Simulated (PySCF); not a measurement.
# C7H7N: the cost of one run

The runs use PySCF 2.14.0, with density-fitted response routines of our own; the level of theory stands in each step. All values are computed, except where a source is named. Atoms are numbered from 0 throughout.

## (1) The molecule as given

15 atoms, charge 0, multiplicity 1; geometry from: GFN2-xTB. The atoms were then displaced at random by about 0.01 Å, so the start is not that level's minimum.

Bonds of the start (Å): C0–C1 1.30, C1–C2 1.44, C2–C3 1.43, C3–C4 1.35, C4–N5 1.31, N5–C6 1.32, C6–C7 1.38, C7–C2 1.41, C0–H8 1.10, C0–H9 1.09, C1–H10 1.08, C3–H11 1.09, C4–H12 1.08, C6–H13 1.06, C7–H14 1.10.

## (2) Relaxing the molecule at PBE0-D3(BJ)/def2-TZVP

The job: settings as JSON, then the geometry in Å.

```
{"job": {"xc": "PBE0", "basis": "def2-TZVP", "d3": "d3bj", "grid": 2, "shake": 0.01, "kind": "geom"}, "charge": 0, "multiplicity": 1}
C     -2.423650     0.972220     0.056640
C     -1.699010    -0.073870    -0.192630
C     -0.262600    -0.152590    -0.079030
C      0.597730     0.920820     0.322760
C      1.930220     0.725060     0.396380
N      2.534100    -0.406620     0.126210
C      1.790490    -1.430330    -0.247590
C      0.419580    -1.348320    -0.368360
H     -3.515560     0.972910    -0.043820
H     -2.034960     1.936600     0.383570
H     -2.177050    -0.991580    -0.502330
H      0.144790     1.880240     0.575300
H      2.557280     1.550450     0.701560
H      2.292840    -2.344400    -0.460350
H     -0.169530    -2.227970    -0.675530
```

Command:

```
$ OMP_NUM_THREADS=2 python probes_run.py task.json out
```

This one command runs all jobs of the session in turn.

Q: Estimate the wall time and peak memory of this first job on 2 threads of Intel Xeon at 2.50GHz, shared host.

About 7.3 min, with a peak of 1.8 GiB.
